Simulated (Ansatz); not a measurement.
**CH₆HfO₃S: small, medium and large basis sets**

The task here is to estimate one member of a computed series from the others.

The runs use Ansatz 0.2.0, Gaussian basis; one geometry, several basis sets.

Levels to be run: PBE0-D4/def2-SVP; ωB97M-V/def2-SVP; PBE0-D4/def2-QZVPP; ωB97M-V/def2-QZVPP; the functionals' def2-TZVPP values are taken from earlier runs.

**The geometry**

All runs share one geometry, relaxed beforehand with PBE0-D4 in a triple-zeta def2 set. Hf takes the def2 core potential; no spin-orbit term is included.

SMILES `C[S][Hf]([OH])([OH])[OH]`, 12 atoms, charge 0, spin multiplicity 1.

Atoms are counted from 1 here; the program's logs count them from 0.

Bond lengths: C1–S2 1.827 Å, C1–H7 1.090 Å, C1–H8 1.091 Å, C1–H9 1.090 Å, S2–Hf3 2.459 Å, Hf3–O4 1.929 Å, Hf3–O5 1.919 Å, Hf3–O6 1.925 Å, O4–H10 0.952 Å, O5–H11 0.952 Å, O6–H12 0.951 Å. Angles: S2–C1–H7 107.5°, S2–C1–H8 111.7°, S2–C1–H9 111.0°, H7–C1–H8 108.2°, H7–C1–H9 108.7°, H8–C1–H9 109.7°, C1–S2–Hf3 98.0°, S2–Hf3–O4 107.7°, S2–Hf3–O5 105.8°, S2–Hf3–O6 108.1°, O4–Hf3–O5 112.6°, O4–Hf3–O6 108.7°, O5–Hf3–O6 113.5°, Hf3–O4–H10 154.2°, Hf3–O5–H11 159.9°, Hf3–O6–H12 159.4°.

The first run:

File in.yaml:

```yaml
crystal:
  periodic: [false, false, false]
  atoms:
    - {symbol: C, position_ang: [-2.013815, 0.129772, 1.020139]}
    - {symbol: S, position_ang: [-1.369864, -1.241418, -0.000317]}
    - {symbol: Hf, position_ang: [0.818788, -0.263223, -0.547246]}
    - {symbol: O, position_ang: [1.758772, 0.037688, 1.109987]}
    - {symbol: O, position_ang: [1.698895, -1.544836, -1.672695]}
    - {symbol: O, position_ang: [0.518476, 1.434336, -1.404200]}
    - {symbol: H, position_ang: [-2.932999, -0.216753, 1.492310]}
    - {symbol: H, position_ang: [-1.311581, 0.411225, 1.806161]}
    - {symbol: H, position_ang: [-2.243445, 0.999730, 0.404960]}
    - {symbol: H, position_ang: [2.365818, -0.194562, 1.805268]}
    - {symbol: H, position_ang: [2.128315, -1.918980, -2.435070]}
    - {symbol: H, position_ang: [0.582650, 2.367031, -1.579286]}
basis:
  gaussian: {orbitals: def2-SVP}
hamiltonian: {xc: pbe0, dispersion: d4}
output: {orbitals: {seedname: orbitals}}
```

Started as:

```console
$ ansatz run in.yaml --threads 4 --pin off --events-out ev --progress --plain --max-ram 11315MiB
```

Steps of the session up to this table: PBE0-D4 in def2-SVP; ωB97M-V in def2-SVP; PBE0-D4 in def2-QZVPP; ωB97M-V in def2-QZVPP.

One table of the session follows, with a row left open; its other results are not shown here.

It belongs to the step «Density functionals: the series». 

```
functional       basis  HOMO (eV)  LUMO (eV)
   PBE0-D4    def2-SVP      -6.31       0.04
   PBE0-D4  def2-TZVPP      -6.42      -0.12
   PBE0-D4  def2-QZVPP      -6.47      -0.35
   ωB97M-V    def2-SVP          ?          ?
   ωB97M-V  def2-TZVPP      -8.58       1.07
   ωB97M-V  def2-QZVPP      -8.63       0.51
```

Q: Estimate the row for ωB97M-V, def2-SVP from the others.

**Answer.** HOMO (eV): -8.43; LUMO (eV): 1.29. In the column «HOMO (eV)» it lies between ωB97M-V, def2-TZVPP (-8.58) and PBE0-D4, def2-QZVPP (-6.47).
